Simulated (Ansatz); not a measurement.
# ClFH4O3Zr: the cost of one run

Method: RKS PBE0-D4/def2-SVP, in Ansatz 0.2.0.

### 1 The structure to begin with

Bond lengths: Zr1–Cl2 2.870 Å, Zr1–O3 2.070 Å, O3–H4 1.010 Å, Zr1–F5 1.979 Å, Zr1–O6 2.069 Å, O6–H7 1.010 Å, Zr1–O8 2.370 Å, O8–H9 1.010 Å. Angles: Cl2–Zr1–O3 109.4°, Cl2–Zr1–F5 109.5°, Cl2–Zr1–O6 109.5°, Cl2–Zr1–O8 71.6°, O3–Zr1–F5 109.5°, O3–Zr1–O6 109.5°, O3–Zr1–O8 67.1°, F5–Zr1–O6 109.5°, F5–Zr1–O8 72.9°, O6–Zr1–O8 176.5°, Zr1–O3–H4 109.5°, Zr1–O6–H7 109.5°, Zr1–O8–H9 109.5°.

Structure file:

```xyz
10

Zr    0.0000    0.0000    0.0000
Cl    0.0000    0.0000    2.8700
O     1.9520    0.0000   -0.6893
H     2.2684   -0.9521   -0.8060
F    -0.9326    1.6157   -0.6593
O    -0.9750   -1.6891   -0.6893
H    -1.4296   -2.1548    0.0831
O     1.2429    1.8744    0.7473
H     2.0199    1.5607    1.3113
H     0.8691    1.3107    2.0020
```

### 2 A restrained relaxation towards end A

Springs on the bonds that form and break draw the guess towards this end; the thresholds are loose.

The input, input.yaml:

```yaml
crystal:
  periodic: [false, false, false]
  atoms:
    - { symbol: Zr, position_ang: [0.0, 0.0, 0.0] }
    - { symbol: Cl, position_ang: [0.0, 0.0, 2.87] }
    - { symbol: O, position_ang: [1.952, 0.0, -0.6893] }
    - { symbol: H, position_ang: [2.2684, -0.9521, -0.806] }
    - { symbol: F, position_ang: [-0.9326, 1.6157, -0.6593] }
    - { symbol: O, position_ang: [-0.975, -1.6891, -0.6893] }
    - { symbol: H, position_ang: [-1.4296, -2.1548, 0.0831] }
    - { symbol: O, position_ang: [1.2429, 1.8744, 0.7473] }
    - { symbol: H, position_ang: [2.0199, 1.5607, 1.3113] }
    - { symbol: H, position_ang: [0.8691, 1.3107, 2.002] }
basis:
  gaussian: { orbitals: def2-SVP }
hamiltonian:
  xc: pbe0
  dispersion: d4
relax:
  f_tol: 0.15
  max_steps: 25
  restrain:
    - { distance: [0, 7], at: 3.27, k: 30.0 }
    - { distance: [9, 1], at: 2.57, k: 30.0 }
    - { distance: [0, 1], at: 2.52, k: 30.0 }
    - { distance: [9, 7], at: 1.01, k: 30.0 }
```

Launch:

```console
ansatz run input.yaml --threads 4 --pin off --max-ram 5120MiB --backend cpu --events-out ev --progress --plain --runs-dir out
```

What time and memory should one allow on 4 threads of Intel Xeon Platinum 8175M at 2.50GHz (Skylake/Cascade Lake), shared host?

About 51 s, with a peak of 0.35 GiB.
